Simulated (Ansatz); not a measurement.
# SbCl3 (SMILES [Cl][Sb]([Cl])[Cl]): levels of theory compared

Aim: a comparison of 6 runs (HF/STO-3G, HF/3-21G, HF/def2-SVPD, B3LYP/def2-SVPD, PBE/def2-SVPD, MP2/def2-SVPD) of SbCl3. 

Program for the calculation: Ansatz 0.2.0.

22 further runs of the same task are left out: 1 that didn't finish, 21 set aside as unsound or not needed.

### 1 The system as given

SbCl3 has 4 atoms, charge 0, and is taken as a singlet. As SMILES, `[Cl][Sb]([Cl])[Cl]`. One bond was lengthened or shortened from a relaxed shape.

Bond lengths: Cl1–Sb2 2.684 Å, Sb2–Cl3 2.334 Å, Sb2–Cl4 2.334 Å. Angles: Cl1–Sb2–Cl3 97.6°, Cl1–Sb2–Cl4 97.6°, Cl3–Sb2–Cl4 97.6°.

### 2 A single-point energy at HF/STO-3G (run 1)

job.yaml

```yaml
crystal:
  periodic: [false, false, false]
  atoms:
    - {symbol: Cl, position_ang: [0.438701, 0.359847, 2.303400]}
    - {symbol: Sb, position_ang: [0.805900, -0.223900, -0.290800]}
    - {symbol: Cl, position_ang: [-0.943900, -1.752700, -0.512500]}
    - {symbol: Cl, position_ang: [-0.293000, 1.632500, -1.182100]}
basis:
  gaussian:
    orbitals: STO-3G
hamiltonian:
  xc: hf
accuracy: high
output:
  orbitals: {seedname: orbitals}
```

The run is started by

```sh
$ ansatz run job.yaml --threads 1 --pin off --max-ram 2610MiB --events-out events.jsonl --progress --plain --runs-dir runs
```

The program printed:

```text
Warning: RAYON_NUM_THREADS=1 ignored (pool sized by the plan → 1); use --threads N
Functional definition: HF
  name "HF"
  exchange = exact_x
  correlation = 0
851 factors; integrals over basis functions are off by at most 3.0e-8 eV
mean field evaluation 1: about -207217.7738 eV, gradient 1.8e1 eV
mean field evaluation 2: about -207217.8703 eV, gradient 1.8e1 eV
mean field evaluation 4: about -207220.8978 eV, gradient 9.6e-1 eV
mean field evaluation 8: about -207220.9043 eV, gradient 4.1e-5 eV
mean field -207220.90428167 eV, -7615.2277729776 hartree, gradient 2.9e-8 eV, S^2 0.000000; 0 other end points of the search recorded, 0 dependent functions left out
reference -207220.90428167 eV, -7615.2277729776 hartree; 51, 51 occupied and 3, 3 virtual orbitals, 851 factors
Total energy: -207220.90428167 eV, -7615.2277729776 hartree
```

It took 1.1 s on 1 thread of Arm Neoverse V1, shared host; peak memory 0.14 GiB.

### 3 A single-point energy at HF/3-21G (run 2)

input.yaml

```yaml
basis:
  gaussian:
    orbitals: 3-21G-spherical.json
crystal:
  periodic: [false, false, false]
  atoms:
    - {symbol: Cl, position_ang: [0.438701, 0.359847, 2.303400]}
    - {symbol: Sb, position_ang: [0.805900, -0.223900, -0.290800]}
    - {symbol: Cl, position_ang: [-0.943900, -1.752700, -0.512500]}
    - {symbol: Cl, position_ang: [-0.293000, 1.632500, -1.182100]}
hamiltonian:
  xc: hf
accuracy: high
output: {orbitals: {seedname: orbitals}}
```

The basis set 3-21G is read from a file made from the Basis Set Exchange's data (not shown).

The run is started by

```sh
$ ansatz run input.yaml --threads 1 --pin off --max-ram 2610MiB --events-out events.jsonl --progress --plain --runs-dir runs
```

The program printed:

```text
Warning: RAYON_NUM_THREADS=1 ignored (pool sized by the plan → 1); use --threads N
[... 4 set-up lines as earlier in the session ...]
1462 factors; integrals over basis functions are off by at most 5.2e-9 eV
mean field evaluation 1: about -208373.1989 eV, gradient 2.1e1 eV
mean field evaluation 2: about -208373.2395 eV, gradient 2.1e1 eV
mean field evaluation 4: about -208375.4236 eV, gradient 1.3e0 eV
mean field evaluation 8: about -208375.4453 eV, gradient 3.0e-4 eV
mean field -208375.44526624 eV, -7657.6563715844 hartree, gradient 4.9e-8 eV, S^2 0.000000; 0 other end points of the search recorded, 0 dependent functions left out
reference -208375.44526624 eV, -7657.6563715844 hartree; 51, 51 occupied and 19, 19 virtual orbitals, 1462 factors
Total energy: -208375.44526624 eV, -7657.6563715844 hartree
```

Run time: 3 s. Hardware: 1 thread of Arm Neoverse V1, shared host; peak memory 0.23 GiB.

Runs 3 to 4 aren't shown in full; the table further down has their settings and results.

### 4 The energy at PBE/def2-SVPD (core potential) (run 5)

Edit job.yaml of step 2 so:

```diff
@@ -8,8 +8,5 @@
 basis:
-  gaussian:
-    orbitals: STO-3G
-hamiltonian:
-  xc: hf
+  gaussian: {orbitals: def2-SVPD}
 accuracy: high
-output:
-  orbitals: {seedname: orbitals}
+output: {orbitals: {seedname: orbitals}}
+hamiltonian: {xc: pbe}
```

The run is started by

```sh
$ ansatz run job.yaml --threads 1 --pin off --max-ram 2610MiB --events-out events.jsonl --progress --plain --runs-dir runs
```

The program printed:

```text
Warning: RAYON_NUM_THREADS=1 ignored (pool sized by the plan → 1); use --threads N
Functional definition: PBE
  name "PBE"
  parameter kappa = 0.804
  parameter beta = 0.06672455060314922
  exchange = pbe_x(kappa = kappa, mu = beta*pi^2/3)
  correlation = pbe_c(beta = beta)
2259 factors; integrals over basis functions are off by at most 3.1e-9 eV
mean field evaluation 1: about -44078.8720 eV, gradient 3.0e1 eV
mean field evaluation 2: about -44037.8897 eV, gradient 1.2e2 eV
mean field evaluation 4: about -44081.3702 eV, gradient 1.3e1 eV
mean field evaluation 8: about -44081.9768 eV, gradient 6.4e-1 eV
mean field evaluation 16: about -44081.9782 eV, gradient 2.3e-5 eV
mean field -44081.97815391 eV, -1619.9828173181 hartree, gradient 5.0e-8 eV, S^2 0.000000; 0 other end points of the search recorded, 0 dependent functions left out
reference -44081.97815724 eV, -1619.9828174405 hartree; 37, 37 occupied and 76, 76 virtual orbitals, 2259 factors
Total energy: -44081.97815724 eV, -1619.9828174405 hartree
```

It took 11 s on 1 thread of Arm Neoverse V1, shared host; peak memory 0.32 GiB.

### 5 A single-point energy at MP2/def2-SVPD (core potential) (run 6)

Edit job.yaml of step 4 so:

```diff
@@ -9,4 +9,3 @@
   gaussian: {orbitals: def2-SVPD}
+correlation: {method: mp2, frozen_orbitals: {Cl: 5, Sb: 4}}
 accuracy: high
-output: {orbitals: {seedname: orbitals}}
-hamiltonian: {xc: pbe}
```

The run is started by

```sh
$ ansatz run job.yaml --threads 1 --pin off --max-ram 2610MiB --events-out events.jsonl --progress --plain --runs-dir runs
```

The program printed:

```text
Warning: RAYON_NUM_THREADS=1 ignored (pool sized by the plan → 1); use --threads N
[... 4 set-up lines as earlier in the session ...]
2259 factors; integrals over basis functions are off by at most 3.1e-9 eV
mean field evaluation 1: about -44009.8719 eV, gradient 2.6e1 eV
mean field evaluation 2: about -44010.0784 eV, gradient 2.7e1 eV
mean field evaluation 4: about -44012.6862 eV, gradient 1.7e0 eV
mean field evaluation 8: about -44012.7408 eV, gradient 1.7e-1 eV
mean field evaluation 16: about -44012.7411 eV, gradient 6.8e-7 eV
mean field -44012.74113245 eV, -1617.4384037101 hartree, gradient 2.9e-8 eV, S^2 0.000000; 0 other end points of the search recorded, 0 dependent functions left out
19 core orbitals not correlated: weight in the atoms' cores, before any rotation towards them, 1.000 or more for the frozen orbitals, at most 0.000 for the correlated occupied ones
reference -44012.74113245 eV, -1617.4384037101 hartree; 18, 18 occupied and 76, 76 virtual orbitals, 2259 factors
second order -15.05815954 eV of doubles, -0.00000000 eV of singles
Total energy: -44027.79929199 eV, -1617.9917808663 hartree
```

Wall time 9.6 s (1 thread of Arm Neoverse V1, shared host); peak memory 0.4 GiB.

### 6 The series

```
run                             level  core potential  frozen core orbitals   energy (Eh)  HOMO energy (eV)  LUMO energy (eV)  HOMO–LUMO gap (eV)  wall time
  1                         HF/STO-3G            none                     –  -7615.227773             -8.76              2.39               11.14      1.1 s
  2                          HF/3-21G            none                     –  -7657.656372            -11.38             -0.87               10.51        3 s
  3     HF/def2-SVPD (core potential)       def2-SVPD                     –  -1617.438404            -11.28             -0.39               10.88      7.5 s
  4  B3LYP/def2-SVPD (core potential)       def2-SVPD                     –  -1620.666190             -8.38             -3.57                4.81       17 s
  5    PBE/def2-SVPD (core potential)       def2-SVPD                     –  -1619.982817             -7.32             -4.04                3.28       11 s
  6    MP2/def2-SVPD (core potential)       def2-SVPD                    19  -1617.991781                 –                 –                   –      9.6 s
```

### 7 Outcome

| quantity | value |
| --- | --- |
| run 6: total energy | -1617.99178 Eh |
| run 6: correlation energy (19 core orbitals frozen) | -553.4 mEh |

In words: Over runs 1, 2, 3, 4, 5 the HOMO–LUMO gap runs from 3.28 eV (PBE/def2-SVPD) to 11.14 eV (HF/STO-3G). The two ends differ in method and basis and core potential. Totals of different functionals can't be ranked against each other. Some runs of one species differ in core potentials or relativity; totals across that change don't compare. In run 1 the basis is minimal, so the values are rough. In runs 1, 2 relativity is left out where basis or elements ask for it. All runs together took 49 s, the longest 17 s.
